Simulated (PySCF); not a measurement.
# GeH4O2 (SMILES [OH][GeH2][OH]) at r2SCAN/def2-TZVPD

What is the vertical ionisation energy of GeH4O2 at r2SCAN/def2-TZVPD? The job is set up through a Python script.

The results are computed with PySCF 2.14.0.

### Step 1. The system as given

GeH4O2 has 7 atoms, charge 0, and is taken as a singlet. As SMILES, `[OH][GeH2][OH]`. Geometry: relaxed at PBE0-D4/def2-TZVP. This is one conformer, not always the lowest.

Bond lengths: O1–Ge2 1.776 Å, Ge2–O3 1.773 Å, O1–H4 0.959 Å, Ge2–H5 1.543 Å, Ge2–H6 1.525 Å, O3–H7 0.959 Å. Angles: O1–Ge2–O3 110.8°, O1–Ge2–H5 108.6°, O1–Ge2–H6 106.6°, O3–Ge2–H5 109.7°, O3–Ge2–H6 104.9°, Ge2–O1–H4 113.3°, Ge2–O3–H7 113.6°, H5–Ge2–H6 116.1°.

### Step 2. A single-point energy at r2SCAN/def2-TZVPD

Input file job.py:

```python
from pyscf import gto, dft

mol = gto.M(
    atom=[
    ('O', (-1.491300, -0.416000, -0.173900)),
    ('Ge', (0.023500, 0.377000, 0.305300)),
    ('O', (1.347400, -0.798900, 0.400600)),
    ('H', (-1.634900, -0.418700, -1.122100)),
    ('H', (0.363400, 1.460500, -0.739100)),
    ('H', (-0.172500, 0.863100, 1.737300)),
    ('H', (1.625600, -1.135200, -0.453800)),
],
    basis='def2-tzvpd',
    max_memory=1860,
    spin=0,
    verbose=3,
)

mf = dft.RKS(mol, xc='r2scan')
mf.grids.level = 4
mf.conv_tol = 1e-10
mf.kernel()
if not mf.converged:
    mf = mf.newton().run(mf.mo_coeff, mf.mo_occ)

e_tot = mf.e_tot
print('Final energy', e_tot)
```

On the command line:

```console
$ OMP_NUM_THREADS=1 python job.py
```

Standard output:

```text
converged SCF energy = -2229.88741577493
Final energy -2229.887415774933
```

Wall time 71 s (1 thread of Arm Neoverse V1, shared host); peak memory 1.4 GiB.

### Step 3. The doublet cation, same level

Input file mol.xyz:

```xyz
7
GeH4O2
O     -1.491300    -0.416000    -0.173900
Ge     0.023500     0.377000     0.305300
O      1.347400    -0.798900     0.400600
H     -1.634900    -0.418700    -1.122100
H      0.363400     1.460500    -0.739100
H     -0.172500     0.863100     1.737300
H      1.625600    -1.135200    -0.453800
```

Input file input.py:

```python
from pyscf import gto, dft

system = gto.Mole()
system.atom = 'mol.xyz'
system.max_memory = 1860
system.spin = 1
system.basis = 'def2-tzvpd'
system.verbose = 4
system.charge = 1
system.build()

mf = dft.UKS(system, xc='r2scan')
mf.conv_tol = 1e-10
mf.grids.level = 4
mf.kernel()
if not mf.converged:
    mf = mf.newton().run(mf.mo_coeff, mf.mo_occ)

energy = mf.e_tot
print('E(%s) = %.9f' % ('R2SCAN', energy))
```

On the command line:

```console
$ OMP_NUM_THREADS=1 python input.py
```

Standard output:

```text
PySCF version 2.14.0

[INPUT] num. atoms = 7
[INPUT] num. electrons = 51
[INPUT] charge = 1
[INPUT] spin (= nelec alpha-beta = 2S) = 1
[INPUT] symmetry False subgroup None
[INPUT] Mole.unit = angstrom
[INPUT] Symbol           X                Y                Z      unit          X                Y                Z       unit  Magmom
[INPUT]  1 O     -1.491300000000  -0.416000000000  -0.173900000000 AA   -2.818148569564  -0.786126067819  -0.328623373062 Bohr   0.0
[INPUT]  2 Ge     0.023500000000   0.377000000000   0.305300000000 AA    0.044408563927   0.712426748961   0.576933385830 Bohr   0.0
[INPUT]  3 O      1.347400000000  -0.798900000000   0.400600000000 AA    2.546216980239  -1.509702200915   0.757024285501 Bohr   0.0
[INPUT]  4 H     -1.634900000000  -0.418700000000  -1.122100000000 AA   -3.089513241051  -0.791228328355  -2.120461684374 Bohr   0.0
[INPUT]  5 H      0.363400000000   1.460500000000  -0.739100000000 AA    0.686726473667   2.759945004927  -1.396696578666 Bohr   0.0
[INPUT]  6 H     -0.172500000000   0.863100000000   1.737300000000 AA   -0.325977756487   1.631022618112   3.283021196207 Bohr   0.0
[INPUT]  7 H      1.625600000000  -1.135200000000  -0.453800000000 AA    3.071938788093  -2.145217096606  -0.857557715328 Bohr   0.0

nuclear repulsion = 219.679499698344
number of shells = 66
number of NR pGTOs = 260
number of NR cGTOs = 170
basis = def2-tzvpd
ecp = {}

******** <class 'pyscf.dft.uks.UKS'> ********
method = UKS
initial guess = minao
damping factor = 0
level_shift factor = 0
DIIS = <class 'pyscf.scf.diis.CDIIS'>
diis_start_cycle = 1
diis_space = 8
diis_damp = 0
SCF conv_tol = 1e-10
SCF conv_tol_grad = None
SCF max_cycles = 50
direct_scf = True
direct_scf_tol = 1e-13
number electrons alpha = 26  beta = 25
XC library pyscf.dft.libxc version 7.0.0
[... 110 lines left out ...]
converged SCF energy = -2229.48931247006  <S^2> = 0.75944767  2S+1 = 2.0094255
E(R2SCAN) = -2229.489312470
```

It took 4.1 min on 1 thread of Arm Neoverse V1, shared host; peak memory 1.5 GiB.

### Step 4. Outcome

At r2SCAN/def2-TZVPD:

```
                                          quantity           value
                      singlet GeH4O2: total energy  -2229.88742 Eh
                     singlet GeH4O2: dipole moment          2.44 D
                       singlet GeH4O2: HOMO energy        -7.52 eV
                       singlet GeH4O2: LUMO energy        -0.48 eV
                     singlet GeH4O2: HOMO–LUMO gap         7.04 eV
                      doublet cation: total energy  -2229.48931 Eh
doublet cation: HOMO energy (highest over α and β)       -14.48 eV
 doublet cation: LUMO energy (lowest over α and β)       -14.07 eV
                              doublet cation: ⟨S²⟩           0.759
vertical ionisation energy (to the doublet cation)       10.833 eV
```

**Reading.** The vertical ionisation energy comes to 10.83 eV (250 kcal/mol). −ε(HOMO) before ionisation, 7.52 eV, is 3.31 eV below this ionisation energy. Mulliken charges (doublet cation) run from -0.35 on O1 to +0.48 on Ge2; in a basis this large or diffuse they mean little.
